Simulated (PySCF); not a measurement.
**[CoN2]-: structure of the triplet**

Where does triplet [CoN2]- go from a bent start, is the end point a minimum, and what are its modes, charges and moments?

Computed with PySCF 2.14.0. Level: PBE0, basis Co def2-SVPD, N def2-SVPD, no relativity, density fitting.

### Step 1. Starting geometry

3 atoms, charge -1, spin multiplicity 3.

Bond lengths: Co1–N2 1.630 Å, Co1–N3 1.630 Å. Angles: N2–Co1–N3 110.0°.

```xyz
3
charge -1 multiplicity 3
Co    0.0000    0.0000    0.0000
N     1.3352    0.0000    0.9349
N    -1.3352    0.0000    0.9349
```

### Step 2. First SCF at the start

The steps below are one call of a driver around PySCF. For each, scf.py gives the equivalent set-up of the SCF; relaxations use the driver's own optimiser. After this first run the driver tries any further starts and a stability analysis.

scf.py

```python
from pyscf import gto, scf, dft
mol = gto.M(atom='''
Co     0.000000     0.000000     0.000000
N      1.335200     0.000000     0.934900
N     -1.335200     0.000000     0.934900''',
    basis={'Co': 'def2-SVPD', 'N': 'def2-SVPD'},
    charge=-1, spin=2)
mf = dft.UKS(mol, xc='PBE0')
mf.grids.atom_grid = (50, 194)
aux = {'Co': 'def2-universal-JKFIT', 'N': 'def2-universal-JKFIT'}
mf = mf.density_fit(auxbasis=aux)
mf.conv_tol = 1e-08
mf.diis_space = 10
mf.max_cycle = 60
mf.init_guess = 'minao'
mf.verbose = 4
mf.kernel()
```

Command:

```bash
OMP_NUM_THREADS=2 python axn.py task.json out
```

What it wrote:

```text
init E= -1490.48411540174
[... the frontier-level lines of each cycle are left out ...]
cycle= 1 E= -1474.72302547198  delta_E= 15.8  |g|= 4.22  |ddm|= 7.15
cycle= 2 E= -1463.70575045534  delta_E=   11  |g|= 4.93  |ddm|=  9.3
cycle= 3 E= -1487.726092048  delta_E=  -24  |g|= 3.11  |ddm|= 5.62
cycle= 4 E= -1488.30205350152  delta_E= -0.576  |g|= 2.74  |ddm|= 2.13
cycle= 5 E= -1487.5685660129  delta_E= 0.733  |g|= 3.08  |ddm|= 1.22
cycle= 6 E= -1487.31207144496  delta_E= 0.256  |g|= 3.17  |ddm|= 1.04
cycle= 7 E= -1487.28128057093  delta_E= 0.0308  |g|= 3.18  |ddm|= 1.02
cycle= 8 E= -1487.45614413385  delta_E= -0.175  |g|= 3.15  |ddm|= 0.996
cycle= 9 E= -1487.58617259441  delta_E= -0.13  |g|=  3.1  |ddm|= 0.439
cycle= 10 E= -1487.71046904254  delta_E= -0.124  |g|=  3.1  |ddm|= 0.974
cycle= 11 E= -1487.75782504727  delta_E= -0.0474  |g|= 3.08  |ddm|= 0.0391
cycle= 12 E= -1470.34909131238  delta_E= 17.4  |g|= 4.65  |ddm|= 10.4
cycle= 13 E= -1488.56657387455  delta_E= -18.2  |g|= 2.79  |ddm|= 10.3
cycle= 14 E= -1487.87380551189  delta_E= 0.693  |g|= 3.01  |ddm|= 0.499
cycle= 15 E= -1486.10828277733  delta_E= 1.77  |g|= 3.33  |ddm|= 1.22
cycle= 16 E= -1487.47106489734  delta_E= -1.36  |g|= 3.11  |ddm|= 1.78
cycle= 17 E= -1487.46785009419  delta_E= 0.00321  |g|= 3.12  |ddm|= 0.104
cycle= 18 E= -1487.81367843601  delta_E= -0.346  |g|= 3.04  |ddm|= 0.588
cycle= 19 E= -1487.84486849254  delta_E= -0.0312  |g|= 3.04  |ddm|= 0.409
cycle= 20 E= -1487.82573960259  delta_E= 0.0191  |g|= 3.04  |ddm|= 0.185
cycle= 21 E= -1487.46681740533  delta_E= 0.359  |g|= 3.12  |ddm|= 0.39
cycle= 22 E= -1486.89841740392  delta_E= 0.568  |g|= 3.13  |ddm|= 1.56
cycle= 23 E= -1472.88241209587  delta_E=   14  |g|= 4.24  |ddm|= 12.3
cycle= 24 E= -1487.12493359083  delta_E= -14.2  |g|=  3.2  |ddm|= 12.2
cycle= 25 E= -1486.93174361835  delta_E= 0.193  |g|= 3.26  |ddm|= 0.65
cycle= 26 E= -1486.72622441218  delta_E= 0.206  |g|= 3.31  |ddm|= 0.378
cycle= 27 E= -1486.53523500983  delta_E= 0.191  |g|= 3.35  |ddm|= 0.279
cycle= 28 E= -1486.53118047499  delta_E= 0.00405  |g|= 3.35  |ddm|= 0.109
cycle= 29 E= -1486.57649849125  delta_E= -0.0453  |g|= 3.33  |ddm|= 0.519
cycle= 30 E= -1486.73840320483  delta_E= -0.162  |g|= 3.29  |ddm|= 0.437
cycle= 31 E= -1487.01688832026  delta_E= -0.278  |g|= 3.24  |ddm|= 0.305
cycle= 32 E= -1486.68534140725  delta_E= 0.332  |g|= 3.27  |ddm|= 0.619
cycle= 33 E= -1486.71836801525  delta_E= -0.033  |g|= 3.24  |ddm|= 1.64
cycle= 34 E= -1466.50796816857  delta_E= 20.2  |g|= 6.25  |ddm|= 11.6
cycle= 35 E= -1489.66269578712  delta_E= -23.2  |g|= 2.32  |ddm|= 11.3
cycle= 36 E= -1489.68364512708  delta_E= -0.0209  |g|=  2.3  |ddm|= 1.55
cycle= 37 E= -1490.71111375227  delta_E= -1.03  |g|= 1.58  |ddm|= 1.08
cycle= 38 E= -1491.37552107676  delta_E= -0.664  |g|= 0.577  |ddm|= 0.61
cycle= 39 E= -1491.42871097857  delta_E= -0.0532  |g|= 0.364  |ddm|= 0.409
cycle= 40 E= -1491.46067038096  delta_E= -0.032  |g|= 0.206  |ddm|= 0.225
cycle= 41 E= -1491.47327239122  delta_E= -0.0126  |g|= 0.0565  |ddm|= 0.134
cycle= 42 E= -1491.4747091925  delta_E= -0.00144  |g|= 0.00691  |ddm|= 0.0692
cycle= 43 E= -1491.4750654999  delta_E= -0.000356  |g|= 0.00754  |ddm|= 0.0381
cycle= 44 E= -1491.47528033936  delta_E= -0.000215  |g|= 0.00717  |ddm|= 0.0216
cycle= 45 E= -1491.47504427031  delta_E= 0.000236  |g|= 0.00712  |ddm|= 0.0236
cycle= 46 E= -1491.47374668493  delta_E= 0.0013  |g|= 0.0066  |ddm|= 0.156
cycle= 47 E= -1491.4736849694  delta_E= 6.17e-05  |g|= 0.0049  |ddm|= 0.0297
cycle= 48 E= -1491.47362865967  delta_E= 5.63e-05  |g|= 0.0057  |ddm|= 0.06
cycle= 49 E= -1491.47386996359  delta_E= -0.000241  |g|= 0.00634  |ddm|= 0.0624
cycle= 50 E= -1491.4740296444  delta_E= -0.00016  |g|= 0.00344  |ddm|= 0.0482
cycle= 51 E= -1491.47418333804  delta_E= -0.000154  |g|= 0.00378  |ddm|= 0.0643
cycle= 52 E= -1491.4742539126  delta_E= -7.06e-05  |g|= 0.0019  |ddm|= 0.0473
cycle= 53 E= -1491.47429722669  delta_E= -4.33e-05  |g|= 0.00135  |ddm|= 0.0394
cycle= 54 E= -1491.4743119745  delta_E= -1.47e-05  |g|= 0.00162  |ddm|= 0.0196
cycle= 55 E= -1491.47432269622  delta_E= -1.07e-05  |g|= 0.000856  |ddm|= 0.0223
cycle= 56 E= -1491.47432605579  delta_E= -3.36e-06  |g|= 0.00035  |ddm|= 0.0114
cycle= 57 E= -1491.47432691181  delta_E= -8.56e-07  |g|= 0.000238  |ddm|= 0.00565
cycle= 58 E= -1491.47432739052  delta_E= -4.79e-07  |g|= 0.000356  |ddm|= 0.00316
cycle= 59 E= -1491.47432773869  delta_E= -3.48e-07  |g|= 0.000135  |ddm|= 0.00207
cycle= 60 E= -1491.47432801663  delta_E= -2.78e-07  |g|= 0.000252  |ddm|= 0.00233
SCF not converged.
init E= -1490.48411540174
cycle= 1 E= -1474.72302547198  delta_E= 15.8  |g|= 4.22  |ddm|= 7.15
cycle= 2 E= -1463.70575045534  delta_E=   11  |g|= 4.93  |ddm|=  9.3
cycle= 3 E= -1486.47360685458  delta_E= -22.8  |g|= 3.35  |ddm|= 5.49
cycle= 4 E= -1490.81264693432  delta_E= -4.34  |g|= 1.17  |ddm|= 3.39
cycle= 5 E= -1488.71066965968  delta_E=  2.1  |g|= 2.68  |ddm|= 2.94
cycle= 6 E= -1490.90969185299  delta_E= -2.2  |g|= 1.41  |ddm|= 1.65
cycle= 7 E= -1490.37864542964  delta_E= 0.531  |g|= 1.95  |ddm|= 1.66
cycle= 8 E= -1491.41261635805  delta_E= -1.03  |g|= 0.34  |ddm|=    1
cycle= 9 E= -1491.31672240432  delta_E= 0.0959  |g|= 0.64  |ddm|=  1.1
cycle= 10 E= -1491.43220054535  delta_E= -0.115  |g|= 0.378  |ddm|= 0.492
cycle= 11 E= -1491.34266260347  delta_E= 0.0895  |g|= 0.691  |ddm|= 0.533
cycle= 12 E= -1491.46808014847  delta_E= -0.125  |g|= 0.0959  |ddm|= 0.268
cycle= 13 E= -1491.46562243424  delta_E= 0.00246  |g|= 0.121  |ddm|= 0.306
cycle= 14 E= -1491.46043898123  delta_E= 0.00518  |g|= 0.209  |ddm|= 0.17
cycle= 15 E= -1491.47196414913  delta_E= -0.0115  |g|= 0.0315  |ddm|= 0.0993
cycle= 16 E= -1491.46976866785  delta_E= 0.0022  |g|= 0.0955  |ddm|= 0.0563
cycle= 17 E= -1491.47221532226  delta_E= -0.00245  |g|= 0.0224  |ddm|= 0.0307
cycle= 18 E= -1491.47176617232  delta_E= 0.000449  |g|= 0.0479  |ddm|= 0.03
cycle= 19 E= -1491.47241118744  delta_E= -0.000645  |g|= 0.00537  |ddm|= 0.0191
cycle= 20 E= -1491.47208952131  delta_E= 0.000322  |g|= 0.0358  |ddm|= 0.0208
SCF not converged.
init E= -1491.47208952131
cycle= 1 E= -1491.46100348351  delta_E= 0.0111  |g|= 0.206  |ddm|= 0.0956
cycle= 2 E= -1491.14221629282  delta_E= 0.319  |g|= 1.09  |ddm|= 0.51
cycle= 3 E= -1491.45292192672  delta_E= -0.311  |g|= 0.257  |ddm|= 0.327
cycle= 4 E= -1491.47185255008  delta_E= -0.0189  |g|= 0.0437  |ddm|= 0.0934
cycle= 5 E= -1491.4724682582  delta_E= -0.000616  |g|= 0.00437  |ddm|= 0.0216
cycle= 6 E= -1491.47249121646  delta_E= -2.3e-05  |g|= 0.00264  |ddm|= 0.00773
cycle= 7 E= -1491.4725062795  delta_E= -1.51e-05  |g|= 0.00139  |ddm|= 0.0064
cycle= 8 E= -1491.47251861966  delta_E= -1.23e-05  |g|= 0.00236  |ddm|= 0.00712
cycle= 9 E= -1491.47252884261  delta_E= -1.02e-05  |g|= 0.00194  |ddm|= 0.00584
cycle= 10 E= -1491.47253873603  delta_E= -9.89e-06  |g|= 0.00156  |ddm|= 0.00609
cycle= 11 E= -1491.47254653681  delta_E= -7.8e-06  |g|= 0.00149  |ddm|= 0.00497
cycle= 12 E= -1491.47254359782  delta_E= 2.94e-06  |g|= 0.00175  |ddm|= 0.00186
cycle= 13 E= -1491.472546307  delta_E= -2.71e-06  |g|= 0.00139  |ddm|= 0.00159
cycle= 14 E= -1491.47254583821  delta_E= 4.69e-07  |g|= 0.00144  |ddm|= 0.000325
cycle= 15 E= -1491.47254446095  delta_E= 1.38e-06  |g|= 0.00134  |ddm|= 0.00102
cycle= 16 E= -1491.47254298265  delta_E= 1.48e-06  |g|= 0.00115  |ddm|= 0.00114
cycle= 17 E= -1491.47251693698  delta_E= 2.6e-05  |g|= 0.00243  |ddm|= 0.0174
cycle= 18 E= -1491.47250753611  delta_E= 9.4e-06  |g|= 0.00173  |ddm|= 0.00849
cycle= 19 E= -1491.47249008871  delta_E= 1.74e-05  |g|= 0.00203  |ddm|= 0.0163
cycle= 20 E= -1491.47247147327  delta_E= 1.86e-05  |g|= 0.0031  |ddm|= 0.023
cycle= 21 E= -1491.47247130428  delta_E= 1.69e-07  |g|= 0.00156  |ddm|= 0.00662
cycle= 22 E= -1491.47246725449  delta_E= 4.05e-06  |g|= 0.00156  |ddm|= 0.0133
cycle= 23 E= -1491.47246726441  delta_E= -9.92e-09  |g|= 0.000624  |ddm|= 0.00471
cycle= 24 E= -1491.47246704821  delta_E= 2.16e-07  |g|= 0.000475  |ddm|= 0.00377
cycle= 25 E= -1491.4724670768  delta_E= -2.86e-08  |g|= 0.000255  |ddm|= 0.00168
cycle= 26 E= -1491.47246710409  delta_E= -2.73e-08  |g|= 0.00011  |ddm|= 0.000568
cycle= 27 E= -1491.47246711229  delta_E= -8.2e-09  |g|= 5.9e-05  |ddm|= 0.000495
Extra cycle  E= -1491.47246707956  delta_E= 3.27e-08  |g|= 0.000375  |ddm|= 0.00028
converged SCF energy = -1491.47246707956  <S^2> = 2.1905201  2S+1 = 3.1244328
```

This step, with its further starts and checks, ran for 22 s (2 threads of Arm Neoverse V2, shared host).

Energies from each starting density:

```
                      start   energy (Eh)
    the minimal-basis guess  -1491.472467
a thermally smeared density  -1491.474328
      a smeared PBE density  -1491.474328
```

Where DIIS stalls, the driver goes on with a level shift of 0.3 Eh and then with a second-order solver.

This is not the lowest solution: one lies 24.8 kJ/mol lower, at -1491.48193 Eh, and the relaxation starts from that.

### Step 3. Relaxation: bent start, triplet

The program finds C2v symmetry in the start, which this walk keeps.

scf.py, as its differences from that of step 2:

```diff
@@ -3,3 +3,3 @@
-Co     0.000000     0.000000     0.000000
-N      1.335200     0.000000     0.934900
-N     -1.335200     0.000000     0.934900''',
+Co     0.000000     0.000000    -0.301163
+N      1.335200     0.000000     0.633737
+N     -1.335200     0.000000     0.633737''',
@@ -15 +14,0 @@
-mf.init_guess = 'minao'
```

The optimiser's trace:

| step | energy (Eh) | change (kJ/mol) | largest symmetric gradient (Eh/bohr) |
| --- | --- | --- | --- |
| 0 | -1491.481931 | 0.00 | 0.03061 |
| 1 | -1491.486714 | -12.56 | 0.01729 |
| 2 | -1491.489049 | -18.69 | 0.00359 |
| 3 | -1491.489231 | -19.17 | 0.00054 |
| 4 | -1491.489245 | -19.20 | 0.00021 |
| 5 | -1491.489246 | -19.20 | 0.00009 |

The walk took 8.4 s.

End point (C2v, 5 steps, 19.2 kJ/mol gained): Co–N 1.625 Å (×2); N–Co–N 130.1°. A gradient of 0.0246 Eh/bohr that breaks the symmetry is left: this electronic state wants a lower symmetry.

### Step 4. Relaxing without the symmetry constraint

The geometry is nudged along the force that breaks the symmetry.

The program finds Cs symmetry in the start, which may break.

scf.py, as its differences from that of step 3:

```diff
@@ -3,3 +3,3 @@
-Co     0.000000     0.000000    -0.301163
-N      1.335200     0.000000     0.633737
-N     -1.335200     0.000000     0.633737''',
+Co    -0.031950     0.000001    -0.220919
+N      1.541105    -0.000003     0.487719
+N     -1.406641    -0.000003     0.442040''',
```

Steps of the walk:

```
step   energy (Eh)  change (kJ/mol)  largest gradient (Eh/bohr)
   0  -1491.485103             0.00                     0.07060
   1  -1491.489806           -12.35                     0.01460
   2  -1491.490140           -13.22                     0.00223
   3  -1491.490160           -13.28                     0.00067
   4  -1491.490162           -13.28                     0.00047
   5  -1491.490163           -13.28                     0.00021
```

The walk took 8.5 s.

Positions (Å) and forces (eV/Å) along the way:

```
step 0
Co  -0.032   0.000  -0.221   3.631   0.000  -0.643
N    1.541   0.000   0.488  -0.797   0.000  -0.527
N   -1.407   0.000   0.442  -2.834   0.000   1.170
step 1
Co   0.000   0.000  -0.212   0.750   0.000   0.170
N    1.549   0.000   0.477  -0.354   0.000  -0.251
N   -1.446   0.000   0.445  -0.396   0.000   0.081
step 3
Co   0.012   0.000  -0.196  -0.035   0.000   0.032
N    1.549   0.000   0.466   0.003   0.000  -0.010
N   -1.459   0.000   0.439   0.032   0.000  -0.021
step 5
Co   0.012   0.000  -0.193  -0.005   0.000  -0.003
N    1.550   0.000   0.465   0.011   0.000   0.000
N   -1.460   0.000   0.437  -0.006   0.000   0.002
```

After 5 steps and 13.3 kJ/mol it ends at Cs: Co–N 1.601 Å, Co–N 1.674 Å; N–Co–N 133.7°.

### Step 5. Vibrations and properties at this point

On the finer grid the gradient is checked again; gradients at displacements of ±0.02 bohr then give force constants and infrared intensities.

scf.py, as its differences from that of step 4:

```diff
@@ -3,3 +3,3 @@
-Co    -0.031950     0.000001    -0.220919
-N      1.541105    -0.000003     0.487719
-N     -1.406641    -0.000003     0.442040''',
+Co    -0.010415     0.000001    -0.213947
+N      1.522644    -0.000002     0.453463
+N     -1.477377    -0.000002     0.426268''',
@@ -9 +9 @@
-mf.grids.atom_grid = (50, 194)
+mf.grids.atom_grid = (75, 302)
@@ -12 +12 @@
-mf.conv_tol = 1e-08
+mf.conv_tol = 1e-10
```

The driver hands on the density of the step before, so the log starts near convergence.

Log of the central SCF (cycles and frontier levels):

```text
init E= -1491.49014942275
[... the frontier-level lines of each cycle are left out ...]
cycle= 1 E= -1491.49014942199  delta_E= 7.6e-10  |g|= 4.99e-05  |ddm|= 2.94e-05
cycle= 2 E= -1491.4901493946  delta_E= 2.74e-08  |g|= 0.000299  |ddm|= 0.000169
cycle= 3 E= -1491.49014942277  delta_E= -2.82e-08  |g|= 3.45e-06  |ddm|= 0.000144
cycle= 4 E= -1491.49014942278  delta_E= -1.21e-11  |g|= 7.56e-07  |ddm|= 3.17e-06
Extra cycle  E= -1491.49014942277  delta_E= 6.37e-12  |g|= 2.49e-06  |ddm|= 3.41e-06
converged SCF energy = -1491.49014942277  <S^2> = 2.8497246  2S+1 = 3.5212069
```

The whole step took 49 s.

Geometry: Cs; Co–N 1.601 Å, Co–N 1.672 Å; N–Co–N 132.9°.

Modes, for the most abundant isotopes:

```json
{"symmetry": "a'", "ω (cm⁻¹)": "159", "IR (km/mol)": "6.4", "type": "bend"}
{"symmetry": "a'", "ω (cm⁻¹)": "626", "IR (km/mol)": "5.6", "type": "stretch"}
{"symmetry": "a'", "ω (cm⁻¹)": "860", "IR (km/mol)": "58.5", "type": "stretch"}
```

No imaginary mode, so this is a minimum.

Properties at this point:

```yaml
Dipole_moment_about_the_centre_of_mass: 2.33 D
Highest_occupied_level: -0.33 eV
Lowest_empty_level: 2.46 eV
Rotational_constants: 2.08, 0.2674, 0.2369 cm⁻¹
Zero-point_energy: 9.8 kJ/mol
Principal_polarisabilities: 60.0, 85.7, 97.0 bohr³
Principal_traceless_quadrupole_moments_about_the_centre_of_mass: -12.92, 4.66, 8.26 D Å
Entropy_at_298.15_K_and_1_bar_electronic_part_spin_only: 279.0 J/(mol K)
Heat_capacity_Cp_at_298.15_K: 47.6 J/(mol K)
Enthalpy_at_298.15_K_above_0_K: 12.11 kJ/mol
Rotational_symmetry_number: 1
Spin_squared_⟨S²⟩: 2.850
```

Charges (e) and bond orders:

| atom | Mulliken | Löwdin | polar tensor | spin (Mulliken) | Mayer order to Co1 |
| --- | --- | --- | --- | --- | --- |
| Co1 | 0.02 | 0.13 | 0.22 | 2.32 | – |
| N2 | -0.47 | -0.56 | -0.48 | -1.29 | 1.77 |
| N3 | -0.55 | -0.57 | -0.74 | 0.97 | 2.25 |

Mulliken populations on Co1: s 6.76, p 12.97, d 7.25, f 0.00.

### Step 6. What came out

| quantity | value |
| --- | --- |
| minimum | broken-symmetry (Ms = 1), Cs |
| geometry | Co–N 1.601 Å, Co–N 1.672 Å; N–Co–N 132.9° |
| wavenumbers (cm⁻¹) | 159 (a'), 626 (a'), 860 (a') |
| dipole moment (centre of mass) | 2.33 D |
| highest occupied, lowest empty level (either spin) | -0.33, 2.46 eV |
| polar-tensor charge of Co1 | +0.22 e |
| zero-point energy | 9.8 kJ/mol |
| entropy at 298.15 K | 279.0 J/(mol K) |
| ⟨S²⟩ | 2.850 |

**Reading.** The bent start (C2v) ends in a minimum of Cs symmetry. The determinant is spin-contaminated (⟨S²⟩ = 2.85 against 2.00), so it is no pure spin state. In the infrared the band at 860 cm⁻¹ (a', stretch) leads. The first SCF alone would have been 25 kJ/mol too high. Only this shape and spin were tried, so other structures or states may lie lower. One determinant may miss the lowest occupation of an open d or f shell.

The search up to here ran for 88 s (2 threads of Arm Neoverse V2, shared host).
